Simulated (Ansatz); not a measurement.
# C6H14Mg: the cost of one run

Computed with Ansatz 0.2.0, Gaussian basis. Level: one geometry, several basis sets.

The runs, in order: PBE0-D4/def2-SVP; ωB97M-V/def2-SVP; PBE0-D4/def2-QZVPP; ωB97M-V/def2-QZVPP; the functionals' def2-TZVPP values are taken from earlier runs.

## 1. The relaxed structure

The geometry comes from an earlier relaxation with PBE0-D4 in a triple-zeta def2 set; it is a stationary point, not always the lowest conformer.

SMILES `C[CH](C)[Mg][CH](C)C`, 21 atoms, charge 0, spin multiplicity 1.

Atoms are counted from 1 here; the program's logs count them from 0.

Bond lengths: C1–C2 1.528 Å, C1–H8 1.096 Å, C1–H9 1.095 Å, C1–H10 1.101 Å, C2–C3 1.528 Å, C2–Mg4 2.121 Å, C2–H11 1.100 Å, C3–H12 1.101 Å, C3–H13 1.096 Å, C3–H14 1.095 Å, Mg4–C5 2.121 Å, C5–C6 1.528 Å, C5–C7 1.528 Å, C5–H15 1.100 Å, C6–H16 1.101 Å, C6–H17 1.096 Å, C6–H18 1.095 Å, C7–H19 1.095 Å and more. Angles: C2–C1–H8 112.0°, C2–C1–H9 112.7°, C2–C1–H10 111.8°, H8–C1–H9 107.0°, H8–C1–H10 106.2°, H9–C1–H10 106.8°, C1–C2–C3 110.3°, C1–C2–Mg4 112.7°, C1–C2–H11 107.4°, C3–C2–Mg4 112.7°, C3–C2–H11 107.4°, Mg4–C2–H11 105.9°, C2–C3–H12 111.8°, C2–C3–H13 112.0°, C2–C3–H14 112.7°, H12–C3–H13 106.2°, H12–C3–H14 106.8°, H13–C3–H14 107.0° and more.

Geometry (Å):

```xyz
21

C     2.07095   -2.07594   -0.54139
C     1.49229   -0.88716   -1.30639
C     0.73418   -1.37062   -2.54128
Mg    0.32632    0.38933   -0.07742
C    -0.86743    1.63389    1.15760
C    -2.26754    1.85958    0.59006
C    -0.95462    1.12828    2.59637
H     1.28577   -2.72520   -0.13662
H     2.69930   -1.77051    0.30161
H     2.69288   -2.71390   -1.18799
H     2.33833   -0.27824   -1.65716
H     1.36116   -2.01112   -3.18044
H    -0.14358   -1.97110   -2.27512
H     0.37941   -0.54655   -3.16881
H    -0.36098    2.60987    1.18190
H    -2.86477    2.52714    1.23002
H    -2.83438    0.92449    0.51169
H    -2.25144    2.30829   -0.40852
H     0.02694    1.03900    3.07313
H    -1.43072    0.14263    2.65694
H    -1.55658    1.79864    3.22892
```

## 2. PBE0-D4 in def2-SVP

The input, in.yaml:

```yaml
crystal:
  periodic: [false, false, false]
  atoms:
    - {symbol: C, position_ang: [2.070951, -2.075940, -0.541385]}
    - {symbol: C, position_ang: [1.492286, -0.887155, -1.306393]}
    - {symbol: C, position_ang: [0.734181, -1.370621, -2.541277]}
    - {symbol: Mg, position_ang: [0.326322, 0.389329, -0.077424]}
    - {symbol: C, position_ang: [-0.867430, 1.633891, 1.157596]}
    - {symbol: C, position_ang: [-2.267536, 1.859582, 0.590059]}
    - {symbol: C, position_ang: [-0.954620, 1.128280, 2.596367]}
    - {symbol: H, position_ang: [1.285775, -2.725196, -0.136621]}
    - {symbol: H, position_ang: [2.699297, -1.770510, 0.301606]}
    - {symbol: H, position_ang: [2.692876, -2.713900, -1.187985]}
    - {symbol: H, position_ang: [2.338326, -0.278235, -1.657160]}
    - {symbol: H, position_ang: [1.361160, -2.011120, -3.180435]}
    - {symbol: H, position_ang: [-0.143575, -1.971097, -2.275123]}
    - {symbol: H, position_ang: [0.379414, -0.546551, -3.168808]}
    - {symbol: H, position_ang: [-0.360980, 2.609868, 1.181898]}
    - {symbol: H, position_ang: [-2.864772, 2.527137, 1.230022]}
    - {symbol: H, position_ang: [-2.834383, 0.924485, 0.511691]}
    - {symbol: H, position_ang: [-2.251436, 2.308285, -0.408518]}
    - {symbol: H, position_ang: [0.026942, 1.038997, 3.073126]}
    - {symbol: H, position_ang: [-1.430720, 0.142625, 2.656945]}
    - {symbol: H, position_ang: [-1.556579, 1.798644, 3.228918]}
basis:
  gaussian: {orbitals: def2-SVP}
hamiltonian: {xc: pbe0, dispersion: d4}
output: {orbitals: {seedname: orbitals}}
```

Started as:

```
> ansatz run in.yaml --threads 2 --pin off --events-out ev --progress --plain --max-ram 31744MiB --backend cpu
```

Q: Estimate wall time and peak memory on 2 threads of AMD EPYC 7R13, shared host.

About 4.9 s, with a peak of 0.55 GiB.
